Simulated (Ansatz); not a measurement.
**C4H12N2O2W: basis-set convergence**

The task here is to estimate one member of a computed series from the others.

Computed with Ansatz 0.2.0, Gaussian basis. Level: one geometry, several basis sets.

Plan: PBE0-D4/def2-SVP; ωB97M-V/def2-SVP; PBE0-D4/def2-QZVPP; ωB97M-V/def2-QZVPP; the functionals' def2-TZVPP values are taken from earlier runs.

**The relaxed structure**

All runs share one geometry, relaxed beforehand with PBE0-D4 in a triple-zeta def2 set. W takes the def2 core potential; no spin-orbit term is included.

21 atoms, charge 0, spin multiplicity 1.

Atoms are counted from 1 here; the program's logs count them from 0.

Bond lengths: C1–N2 1.417 Å, C1–H10 1.096 Å, C1–H11 1.096 Å, C1–H12 1.096 Å, N2–W3 1.754 Å, W3–N4 1.754 Å, W3–O6 1.894 Å, W3–O8 1.894 Å, N4–C5 1.417 Å, C5–H13 1.096 Å, C5–H14 1.096 Å, C5–H15 1.096 Å, O6–C7 1.400 Å, C7–H16 1.095 Å, C7–H17 1.095 Å, C7–H18 1.094 Å, O8–C9 1.400 Å, C9–H19 1.094 Å and more. Angles: N2–C1–H10 110.9°, N2–C1–H11 111.9°, N2–C1–H12 110.5°, H10–C1–H11 108.1°, H10–C1–H12 107.5°, H11–C1–H12 107.8°, C1–N2–W3 162.0°, N2–W3–N4 110.3°, N2–W3–O6 108.2°, N2–W3–O8 109.1°, N4–W3–O6 109.1°, N4–W3–O8 108.3°, O6–W3–O8 111.9°, W3–N4–C5 162.1°, N4–C5–H13 111.9°, N4–C5–H14 110.9°, N4–C5–H15 110.5°, H13–C5–H14 108.1° and more.

The first run:

Contents of in.yaml:

```yaml
crystal:
  periodic: [false, false, false]
  atoms:
    - {symbol: C, position_ang: [0.583228, 2.163277, -1.784567]}
    - {symbol: N, position_ang: [0.065563, 1.369326, -0.731704]}
    - {symbol: W, position_ang: [-0.287940, 0.001499, 0.308239]}
    - {symbol: N, position_ang: [0.719915, -1.367485, -0.124570]}
    - {symbol: C, position_ang: [1.728068, -2.164205, -0.720873]}
    - {symbol: O, position_ang: [0.084534, 0.503970, 2.095670]}
    - {symbol: C, position_ang: [0.567228, 1.655569, 2.728351]}
    - {symbol: O, position_ang: [-2.100001, -0.498766, 0.078346]}
    - {symbol: C, position_ang: [-2.768228, -1.655254, -0.341084]}
    - {symbol: H, position_ang: [-0.215528, 2.481146, -2.464416]}
    - {symbol: H, position_ang: [1.335118, 1.623610, -2.372049]}
    - {symbol: H, position_ang: [1.055903, 3.068295, -1.386830]}
    - {symbol: H, position_ang: [2.252604, -1.628679, -1.520772]}
    - {symbol: H, position_ang: [2.470378, -2.477331, 0.022243]}
    - {symbol: H, position_ang: [1.294135, -3.072016, -1.154824]}
    - {symbol: H, position_ang: [0.490988, 2.533939, 2.078868]}
    - {symbol: H, position_ang: [1.615681, 1.516937, 3.012461]}
    - {symbol: H, position_ang: [-0.015592, 1.837013, 3.636468]}
    - {symbol: H, position_ang: [-3.624648, -1.833116, 0.316344]}
    - {symbol: H, position_ang: [-2.113009, -2.532202, -0.311762]}
    - {symbol: H, position_ang: [-3.138396, -1.525538, -1.363531]}
basis:
  gaussian: {orbitals: def2-SVP}
hamiltonian: {xc: pbe0, dispersion: d4}
output: {orbitals: {seedname: orbitals}}
```

Launch:

```bash
$ ansatz run in.yaml --threads 4 --pin off --events-out ev --progress --plain --max-ram 46080MiB --backend cpu
```

Steps of the session up to this table: PBE0-D4 in def2-SVP; ωB97M-V in def2-SVP; PBE0-D4 in def2-QZVPP; ωB97M-V in def2-QZVPP.

One table of the session follows, with a row left open; its other results are not shown here.

It belongs to the step «Density functionals: the series». 

```
functional       basis  HOMO (eV)  LUMO (eV)
   PBE0-D4    def2-SVP      -6.43      -0.07
   PBE0-D4  def2-TZVPP          ?          ?
   PBE0-D4  def2-QZVPP      -6.50      -0.18
   ωB97M-V    def2-SVP      -8.63       1.84
   ωB97M-V  def2-TZVPP      -8.68       1.57
   ωB97M-V  def2-QZVPP      -8.70       1.02
```

**Question.** Estimate the row for PBE0-D4, def2-TZVPP.

**Answer.** HOMO (eV): -6.48; LUMO (eV): -0.13. In the column «HOMO (eV)» it lies between PBE0-D4, def2-QZVPP (-6.50) and PBE0-D4, def2-SVP (-6.43).
